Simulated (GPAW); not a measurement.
The system is YCuF5.

```
Y Cu F
1.0
    -2.11615    3.47550    4.03327
     2.11615   -3.47550    4.03327
     2.11615    3.47550   -4.03327
Y Cu F
1 1 5
Direct
  0.50000 0.50000 0.00000
  0.00000 0.00000 0.00000
  0.50000 0.00000 0.50000
  0.77434 0.77434 0.00000
  0.22565 0.22565 0.00000
  0.18689 0.50000 0.68689
  0.81311 0.50000 0.31311
```

The cell comes from a database or a generator and needn't be the stable form of this composition.

Base run:

* Program: GPAW 26.7.0
* Functional: PBE
* Potentials or basis: GPAW PAW data sets (gpaw-data 1.2.1)
* Cutoff: 600 eV
* Basis: pw
* k mesh: 5 × 5 × 5
* Occupations: fermi-dirac, width 0.05 eV
* Spin: no spin polarisation

Its results: band gap on the k mesh none (metal or under the smearing width); pressure -0.5 GPa; largest force 0.313 eV/Å.

Problem. The run is repeated on the same cell with these changes: functional from PBE to LDA; potentials or basis from GPAW PAW data sets (gpaw-data 1.2.1) to the program's PAW data sets (release 1.2.1) made for this functional. What comes out?

Solution. Band gap on the k mesh none (metal or under the smearing width); pressure -7.1 GPa; largest force 0.171 eV/Å.

Caveats: with this Cu data set, volumes or pressures lay over 1.5 % or 2 GPa off other programs in two to four cells of ten; the cutoff is short for stress and forces, so pressures can be off by a GPa or more; an odd number of electrons without spin polarisation forces a metal; a magnetic or distorted state may lie lower; the run has no spin polarisation, though such a crystal can be magnetic; semilocal functionals often make such compounds metallic where correlation or magnetic order opens a gap, which also shifts bond lengths.
